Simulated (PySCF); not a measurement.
# [DyOF]−: other functionals and bases at one geometry

One table from this session's results is given with a row withheld; the runs are named, their logs left out.

The runs use PySCF 2.14.0; several levels, as the steps say, no spin–orbit coupling.

1 further run of the same task is left out (for a known fault of the program).

### The starting structure

3 atoms, charge -1, spin multiplicity 1.

Bond lengths: Dy1–O2 2.036 Å, Dy1–F3 2.203 Å. Angles: O2–Dy1–F3 122.0°.

Coordinates:

```
atom     x (Å)    y (Å)     z (Å)
 Dy1   0.00900  0.00000  -0.26995
  O2   1.79264  0.00000   0.71242
  F3  -1.91443  0.00000   0.80415
```

Formal oxidation states: Dy +2. Each metal's 10 4f electrons lie in its core potential, so multiplicities, spins and levels count the valence alone. An earlier session relaxed this geometry at PBE0, Dy lcecp-0-SVP with ECP56, O def2-SVP, F def2-SVP (singlet, point group Cs).

At PBE0 on the finer grid: E = -205.716589 Eh, frontier levels not given, since the 4f levels lie in the core, Mulliken charge on Dy1 +0.26 e, largest force component 0.009 eV/Å. The gap is small, and the closed shell wasn't tested for a lower spin-broken solution. The highest filled level lies above zero; it isn't the detachment energy.

Levels to run: TPSS; B3LYP; PBE0, TZVP. Hardware: 2 threads of Arm Neoverse V2, shared host.

The first run:

run.py (the lines that set the calculation)

```python
mol = gto.M(atom='''
Dy     0.00900     0.00000    -0.26995
O      1.79264     0.00000     0.71242
F     -1.91443     0.00000     0.80415''',
    basis={'Dy': 'lcecp-0-SVP', 'O': 'def2-SVP', 'F': 'def2-SVP'},
    ecp={'Dy': 'lcecp-0-SVP'},
    charge=-1, spin=0)
mf = dft.RKS(mol, xc='TPSS')
mf.grids.atom_grid = (75, 302)  # f atoms: unpruned, at least (60, 302)
mf = mf.density_fit()  # fitting sets: Dy AutoAux, O def2-universal-JKFIT, F def2-universal-JKFIT
mf.conv_tol = 1e-08; mf.max_cycle = 55
mf.kernel(dm0)  # dm0: the density of the relaxed state
```

Started as:

```console
OMP_NUM_THREADS=2 python run.py
```

Steps of the session up to this table: TPSS; B3LYP; PBE0, TZVP.

One table of the session follows, with a row left open; its other results are not shown here.

```
              level  charge on Dy1 (e)  dipole (D)  largest force component (eV/Å)
PBE0 (relaxed here)               0.26        7.91                            0.01
               TPSS               0.14        6.84                            0.52
              B3LYP                  ?           ?                               ?
         PBE0, TZVP               0.65        8.51                            0.55
```

Q: Estimate the row for B3LYP from the others.

**Answer.** charge on Dy1 (e): 0.20; dipole (D): 7.56; largest force component (eV/Å): 0.33. In the column «charge on Dy1 (e)» it lies between TPSS (0.14) and PBE0 (relaxed here) (0.26).

The dipole of a charged species depends on the origin, so these sizes hold for this origin alone.

The largest leftover force, 0.55 eV/Å with PBE0, TZVP, stands at a geometry relaxed at another level. With 4f in the core, its levels are missing from HOMO and gap, and its count is fixed, so no charge can pass from the ligands into it. Total energies of different levels can't be compared.
